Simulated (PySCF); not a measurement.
# The bond of AsH−, level by level

One table from this session's results is given with a row withheld; the runs are named, their logs left out.

Method: As def2-SVPD, H def2-SVPD, no relativity; program: PySCF 2.14.0.

6 further runs of the same task are left out: 6 set aside as unsound or not needed.

The first run:

A driver script around PySCF takes these settings:

| Quantity | Value |
| --- | --- |
| atoms | As, H |
| charge | -1 |
| basis | As def2-SVPD, H def2-SVPD |
| Hamiltonian | no relativity |
| basis functions | 46 |
| electrons treated | 35 |
| masses in u | 74.9216, 1.0078 |
| levels | PBE0, r²SCAN, r²SCANh, ωB97X |
| grid | 80 radial by 434 angular points |
| occupations | held fixed by the projection of orbital angular momentum |
| dissociation limit | As− + H, each in its ground configuration |
| starting distance in angstrom | 1.595 |
| values of 2S to try | 1, 3 |

Run with:

```
> OMP_NUM_THREADS=1 python dia.py task.json out
```

Among the steps run: Set-up; PBE0 along the bond; r²SCAN (meta-GGA); r²SCANh (hybrid meta-GGA); ωB97X (range-separated hybrid).

One of the session's tables, all rows but one given; the rest of the session is left out.

Energy (eV) from each level's lowest point:

| R (Å) | r²SCAN | r²SCANh | PBE0 | ωB97X |
| --- | --- | --- | --- | --- |
| 1.336 | 0.502 | 0.492 | 0.514 | 0.499 |
| 1.398 | 0.227 | 0.219 | 0.234 | 0.222 |
| 1.460 | ? | ? | ? | ? |
| 1.506 | 0.015 | 0.013 | 0.017 | 0.013 |
| 1.553 | 0.000 | 0.000 | 0.000 | 0.000 |
| 1.600 | 0.017 | 0.020 | 0.017 | 0.021 |
| 1.662 | 0.080 | 0.087 | 0.079 | 0.089 |
| 1.739 | 0.205 | 0.216 | 0.204 | 0.222 |
| 1.833 | 0.398 | 0.415 | 0.399 | 0.427 |
| 1.957 | 0.694 | 0.720 | 0.699 | 0.740 |

**Question.** Estimate the row for R (Å) = 1.460.

Worked estimate for «r²SCAN». A straight line through the neighbours (1.398, 0.227) and (1.506, 0.015) gives 0.227 + (0.015 − 0.227) × (1.460 − 1.398) / (1.506 − 1.398) = 0.105; a parabola fitted to 4 rows on both sides gives 0.067.

**Answer.** r²SCAN: 0.071; r²SCANh: 0.066; PBE0: 0.075; ωB97X: 0.067. In «r²SCAN» the line misses by +0.034 and the parabola by -0.004.
